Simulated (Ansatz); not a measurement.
# Molecular dynamics of WC

Input file:

```yaml
crystal:
  lattice:
    - [-2.995243, -5.187914, 0.0]
    - [4.492865, -2.593957, 0.0]
    - [0.0, 0.0, 5.860605]
  atoms:
    - { symbol: W, position: [0.7485063, 0.44696259, 0.01977937] }
    - { symbol: C, position: [0.49729439, 0.65838931, 0.25226508] }
    - { symbol: W, position: [0.76334894, 0.49786271, 0.50654538] }
    - { symbol: C, position: [0.49166553, 0.69004854, 0.73507636] }
    - { symbol: W, position: [0.50863675, 0.02322381, 0.00606256] }
    - { symbol: C, position: [0.22715831, 0.14200747, 0.26376241] }
    - { symbol: W, position: [0.52074378, -0.00414436, 0.51440001] }
    - { symbol: C, position: [0.04005036, 0.24811987, 0.73507738] }
    - { symbol: W, position: [0.22826836, 0.496481, -0.0310706] }
    - { symbol: C, position: [0.00657727, 0.66711743, 0.26349733] }
    - { symbol: W, position: [0.24874367, 0.51527742, 0.48911298] }
    - { symbol: C, position: [0.03983014, 0.71660733, 0.71357757] }
    - { symbol: W, position: [0.01168953, 0.00568234, 0.02065945] }
    - { symbol: C, position: [0.74875368, 0.16508982, 0.26256502] }
    - { symbol: W, position: [-0.01363817, 0.00799716, 0.47663782] }
    - { symbol: C, position: [0.6991959, 0.2090744, 0.74162327] }
basis:
  ecutwfc: 420.0
kpoints:
  mp_grid: { grid: [2, 2, 2] }
hamiltonian:
  xc: lda
  pseudopotentials: { kind: paw, azcp: { folder: soft_1 } }
scf:
  occupations: { method: fermi_dirac, width: 0.3 }
  lower_state_search: "off"
md:
  timestep: 1.5
  n_steps: 280
  ensemble: nvt_langevin
  temperature: 2100.0
  initial_velocities: maxwell_boltzmann
  seed: 815314
  friction: 0.01
```

Launched with:

```bash
$ ansatz run input.yaml --threads 1 --pin off --max-ram 3072MiB --backend cpu --events-out ev --progress --plain --runs-dir out
```

It goes on from the last frame of an earlier run, with new velocities.

Output, in part (step lines):

```
md step     0: t =     0.00 fs  T =  1968.8 K  F+E_penalty+E_count = -82983.41645732 eV  E_kin = 4.071690 eV  (9 SCF iters)
md step     1: t =     1.50 fs  T =  1967.7 K  F+E_penalty+E_count = -82983.32802203 eV  E_kin = 4.069527 eV  (7 SCF iters)
md step     2: t =     3.00 fs  T =  1956.3 K  F+E_penalty+E_count = -82983.21125847 eV  E_kin = 4.045962 eV  (7 SCF iters)
md step     3: t =     4.50 fs  T =  2013.0 K  F+E_penalty+E_count = -82983.08436252 eV  E_kin = 4.163169 eV  (7 SCF iters)
md step     4: t =     6.00 fs  T =  1993.7 K  F+E_penalty+E_count = -82982.92660618 eV  E_kin = 4.123241 eV  (7 SCF iters)
md step     5: t =     7.50 fs  T =  1979.6 K  F+E_penalty+E_count = -82982.75288164 eV  E_kin = 4.094038 eV  (5 SCF iters)
md step     6: t =     9.00 fs  T =  1754.3 K  F+E_penalty+E_count = -82982.62297999 eV  E_kin = 3.628166 eV  (6 SCF iters)
md step     7: t =    10.50 fs  T =  1622.8 K  F+E_penalty+E_count = -82982.56850963 eV  E_kin = 3.356256 eV  (5 SCF iters)
[... lines left out ...]
md step   279: t =   418.50 fs  T =  2653.9 K  F+E_penalty+E_count = -82984.74237013 eV  E_kin = 5.488592 eV  (5 SCF iters)
md step   280: t =   420.00 fs  T =  2559.6 K  F+E_penalty+E_count = -82984.59718576 eV  E_kin = 5.293628 eV  (7 SCF iters)
```

The steps, from the saved trajectory:

```json
{"time (fs)": "0", "T (K)": "1969", "potential energy less start (eV)": "0.000"}
{"time (fs)": "13.5", "T (K)": "1985", "potential energy less start (eV)": "0.812"}
{"time (fs)": "27", "T (K)": "2539", "potential energy less start (eV)": "-0.752"}
{"time (fs)": "40.5", "T (K)": "2618", "potential energy less start (eV)": "-0.797"}
{"time (fs)": "54", "T (K)": "3253", "potential energy less start (eV)": "-2.074"}
{"time (fs)": "67.5", "T (K)": "2066", "potential energy less start (eV)": "-0.958"}
{"time (fs)": "81", "T (K)": "2609", "potential energy less start (eV)": "-1.716"}
{"time (fs)": "94.5", "T (K)": "3569", "potential energy less start (eV)": "-3.739"}
{"time (fs)": "108", "T (K)": "3046", "potential energy less start (eV)": "-2.910"}
{"time (fs)": "121.5", "T (K)": "2136", "potential energy less start (eV)": "-2.726"}
{"time (fs)": "135", "T (K)": "2047", "potential energy less start (eV)": "-2.810"}
{"time (fs)": "148.5", "T (K)": "1863", "potential energy less start (eV)": "-3.324"}
{"time (fs)": "162", "T (K)": "1775", "potential energy less start (eV)": "-1.879"}
{"time (fs)": "175.5", "T (K)": "2301", "potential energy less start (eV)": "-2.120"}
{"time (fs)": "189", "T (K)": "2207", "potential energy less start (eV)": "-2.217"}
{"time (fs)": "202.5", "T (K)": "3154", "potential energy less start (eV)": "-3.580"}
{"time (fs)": "216", "T (K)": "2782", "potential energy less start (eV)": "-3.404"}
{"time (fs)": "229.5", "T (K)": "2500", "potential energy less start (eV)": "-3.821"}
{"time (fs)": "243", "T (K)": "1885", "potential energy less start (eV)": "-2.629"}
{"time (fs)": "256.5", "T (K)": "1600", "potential energy less start (eV)": "-1.635"}
{"time (fs)": "270", "T (K)": "2652", "potential energy less start (eV)": "-3.386"}
{"time (fs)": "283.5", "T (K)": "2174", "potential energy less start (eV)": "-1.849"}
{"time (fs)": "297", "T (K)": "2520", "potential energy less start (eV)": "-2.129"}
{"time (fs)": "310.5", "T (K)": "2518", "potential energy less start (eV)": "-3.089"}
{"time (fs)": "324", "T (K)": "1755", "potential energy less start (eV)": "-1.506"}
{"time (fs)": "337.5", "T (K)": "2716", "potential energy less start (eV)": "-3.131"}
{"time (fs)": "351", "T (K)": "2230", "potential energy less start (eV)": "-2.092"}
{"time (fs)": "364.5", "T (K)": "2965", "potential energy less start (eV)": "-2.263"}
{"time (fs)": "378", "T (K)": "3139", "potential energy less start (eV)": "-3.290"}
{"time (fs)": "391.5", "T (K)": "3049", "potential energy less start (eV)": "-2.839"}
{"time (fs)": "405", "T (K)": "2797", "potential energy less start (eV)": "-2.099"}
{"time (fs)": "418.5", "T (K)": "2654", "potential energy less start (eV)": "-1.326"}
```

The run went to its last step. The mean temperature of the second half is 20 % above the set value. A run of 0.42 ps of so small a system gives no equilibrium averages. Limits of this set-up: coarse k mesh, PAW files made for another functional.

Mean squared displacements from the first frame to the last, about the centre of mass: W 0.10 Å², C 0.30 Å².

Last frame:

```xyz
16
Lattice="-2.9952 -5.1879 0.0000 4.4929 -2.5940 0.0000 0.0000 0.0000 5.8606" Properties=species:S:1:pos:R:3
W -0.054 -5.098 -0.235
C 1.557 -4.484 1.073
W -0.336 -5.027 2.628
C 1.509 -4.208 4.107
W -1.696 -2.272 -0.301
C -0.178 -1.384 1.555
W -1.546 -2.477 2.711
C -0.161 -1.517 4.136
W 1.296 -2.491 -0.297
C 2.724 -1.593 1.348
W 1.274 -2.403 2.861
C 2.642 -1.504 4.262
W -0.333 0.340 -0.200
C -1.521 -4.074 1.265
W -0.215 0.280 3.040
C -1.317 -4.157 4.363
```

Time of the run: 23 min on 1 thread of Arm Neoverse V2, with other jobs on the host, peak memory 0.59 GiB.
